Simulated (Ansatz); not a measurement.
# CGe: the cost of one run

Program: Ansatz 0.2.0, Gaussian basis. Level of theory: def2-QZVPP, all electrons in the functionals, frozen cores in the correlation of double hybrids and RPA. These are calculated values, not measurements.

The runs, in order: PBE, BLYP, r2SCAN, B97M-V, PBE0, B3LYP, wB97M-V, B2PLYP, at charge 0, singlet; charge 0, triplet; charge 1, doublet.

6 further runs of the same task are left out: 6 set aside as unsound or not needed.

### Step 1. The system

The geometry is a PBE0/def2-TZVP stationary point (not a proven minimum). No spin-orbit coupling is included. The filled d shell of Ge may be among the frozen orbitals whatever the setting's name suggests.

2 atoms, charge 0, spin multiplicity 1.

Atoms are counted from 1 here; the program's logs count them from 0.

Bond lengths: Ge1–C2 1.913 Å.

No dispersion term is added; B97M-V, wB97M-V hold VV10 nonlocal correlation. B3LYP takes the VWN-RPA correlation.

The geometry shown and the zero of energy belong to the point charge 0, singlet. The yardstick, RCCSD(T), and other wave-function levels (R restricted, U unrestricted, valence and pair active spaces) come from earlier runs.

### Step 2. PBE, charge 0, singlet

File in.yaml:

```yaml
crystal:
  periodic: [false, false, false]
  atoms:
    - {symbol: Ge, position_ang: [0.000000, 0.000000, 0.000000]}
    - {symbol: C, position_ang: [0.000000, 0.000000, 1.912799]}
basis:
  gaussian: {orbitals: "def2-QZVPP.json"}
magnetization: {spin_polarized: true, initial_magnetization: 0}
hamiltonian: {xc: {name: PBE}}
output: {orbitals: {seedname: orbitals}}
```

Command:

```sh
$ ansatz run in.yaml --threads 1 --pin off --events-out ev --progress --plain --max-ram 2393MiB
```

**Question.** How long does this run take on 1 thread of Arm Neoverse V1, shared host, and how much memory does it need?

About 48 s, with a peak of 0.27 GiB.
